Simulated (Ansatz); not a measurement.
# AgAu: the cost of one run

Computed with Ansatz 0.2.0 (DFT LDA, scalar-relativistic, plane waves, PAW, unless a step's input says otherwise).

## (1) The structure to begin with

The structure is hexagonal, space group P-6m2 (No. 187). Conventional cell: a = 2.935 Å, b = 2.935 Å, c = 4.697 Å, α = 90.00°, β = 90.00°, γ = 120.00°. Ag (site symmetry -6m2) has 6 Au at 2.90 Å and 6 Ag at 2.94 Å as nearest neighbours. Au (site symmetry -6m2) has 6 Ag at 2.90 Å and 6 Au at 2.94 Å as nearest neighbours.

As a file:

```cif
data_structure
_symmetry_space_group_name_H-M 'P-6m2'
_symmetry_Int_Tables_number 187
_cell_length_a 2.9352
_cell_length_b 2.9352
_cell_length_c 4.6969
_cell_angle_alpha 90.000
_cell_angle_beta 90.000
_cell_angle_gamma 120.000
_cell_volume 35.04
loop_
_atom_site_label
_atom_site_type_symbol
_atom_site_symmetry_multiplicity
_atom_site_Wyckoff_symbol
_atom_site_fract_x
_atom_site_fract_y
_atom_site_fract_z
_atom_site_occupancy
Ag1 Ag 1 b 0.00000 0.00000 0.50000 1
Au1 Au 1 e 0.66667 0.33333 0.00000 1
```

Source of the structure: the Materials Project (structure only).

## (2) Probe: one point at the start

Input file input.yaml:

```yaml
crystal:
  lattice:
    - [2.9351665953, 0.0, 0.0]
    - [-1.4675832977, 2.5419288359, 0.0]
    - [0.0, 0.0, 4.69690505]
  atoms:
    - { symbol: Ag, position: [0.0, 0.0, 0.5] }
    - { symbol: Au, position: [0.66666667, 0.33333333, 0.0] }
basis:
  ecutwfc: 420
kpoints:
  mp_grid: { grid: [9, 9, 4] }
hamiltonian:
  xc: lda
scf:
  occupations: { method: gaussian, width: 0.1 }
output:
  forces: true
  stress: true
  eigenvalues: true
```

Started as:

```bash
$ ansatz run input.yaml --threads 1 --pin off --max-ram 1228MiB --backend cpu --events-out ev --progress --plain --runs-dir out
```

**Question.** How long does this run take on 1 thread of an Arm CPU, shared host, and how much memory does it need?

About 3.1 s, with a peak of 0.3 GiB.
